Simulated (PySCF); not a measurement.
# Ways to converge the SCF of BeC⁻

The same problem is solved with other solver options, one edit a run.

Computed with PySCF 2.14.0. Level: method and basis as typed in the scripts.

4 further runs of the same task are left out: 4 that didn't finish.

## 1. The system as given

BeC⁻: 2 atoms, charge -1, spin multiplicity 2.

Bond lengths: Be1–C2 1.859 Å.

## 2. The run that the others are compared with

Input file input.py:

```python
from pyscf import gto, dft

mol = gto.M(
    atom='Be 0 0 0; C 0 0 1.859',
    basis='6-311g**',
    charge=-1,
    spin=1,
    verbose=4,
)
mf = dft.ROKS(mol, xc='pbe0')
mf.kernel()
mf.analyze()
print('orbital energies (hartree):', mf.mo_energy[..., max(0, mol.nelec[1]-3):mol.nelec[0]+3].round(4))
```

On the command line:

```sh
$ OMP_NUM_THREADS=1 python input.py
```

The log of this run is left out.

In short: E(SCF) = -52.522228 Eh, 12 cycles.

The bond length is a typed value, not an optimised one. The dipole of an ion depends on the origin.

## 3. DIIS space 2

Edit 1 changes DIIS space: default → 2.

Input file input.py:

```python
from pyscf import gto, dft

mol = gto.M(
    atom='Be 0 0 0; C 0 0 1.859',
    basis='6-311g**',
    charge=-1,
    spin=1,
    verbose=4,
)
mf = dft.ROKS(mol, xc='pbe0')
mf.diis_space = 2
mf.kernel()
mf.analyze()
print('orbital energies (hartree):', mf.mo_energy[..., max(0, mol.nelec[1]-3):mol.nelec[0]+3].round(4))
```

On the command line:

```sh
$ OMP_NUM_THREADS=1 python input.py
```

## 4. Convergence threshold 1e-05 hartree

Edit 2 changes convergence threshold: default → 1e-05 hartree.

input.py, as its differences from that of step 2:

```diff
@@ -10,2 +10,3 @@
 mf = dft.ROKS(mol, xc='pbe0')
+mf.conv_tol = 1e-05
 mf.kernel()
```

## 5. Smearing width 0.01 hartree

Edit 3 changes smearing width: none → 0.01 hartree.

input.py, as its differences from that of step 2:

```diff
@@ -1,2 +1,2 @@
-from pyscf import gto, dft
+from pyscf import gto, dft, scf
 
@@ -10,2 +10,3 @@
 mf = dft.ROKS(mol, xc='pbe0')
+mf = scf.addons.smearing_(mf, sigma=0.01, method='fermi')
 mf.kernel()
```

Q: Predict the outcome of this session. Wanted: for each run, E(SCF); from base.

**Answer**, as computed:

```tsv
run	E(SCF) (hartree)	from base (eV)	cycles
base	-52.522228	0	12
DIIS space 2	-52.522228	0.0000	21
convergence threshold 1e-05 hartree	-52.522227	0.0000	9
smearing width 0.01 hartree (poor choice)	-52.475208	not comparable	15
```

Distance from each run's final energy (log10 hartree) by cycle:

```tsv
run	cycle 1	cycle 2	cycle 3	cycle 5	cycle 8	cycle 12
base	-0.9	0.2	-1.6	-3.2	-6.3	< -11
DIIS space 2	-0.9	0.2	-1.6	-2.8	-4.5	-5.7
convergence threshold 1e-05 hartree	-0.9	0.2	-1.6	-3.2	-6.3	done
smearing width 0.01 hartree (poor choice)	-0.9	0.2	-2.0	-3.2	-4.1	-7.2
```

No change of the SCF energy comes from DIIS space 2 or convergence threshold 1e-05 hartree. The base needs 12 cycles and the run with DIIS space 2 needs 21. Rows marked «poor choice» come from settings spoiled on purpose.
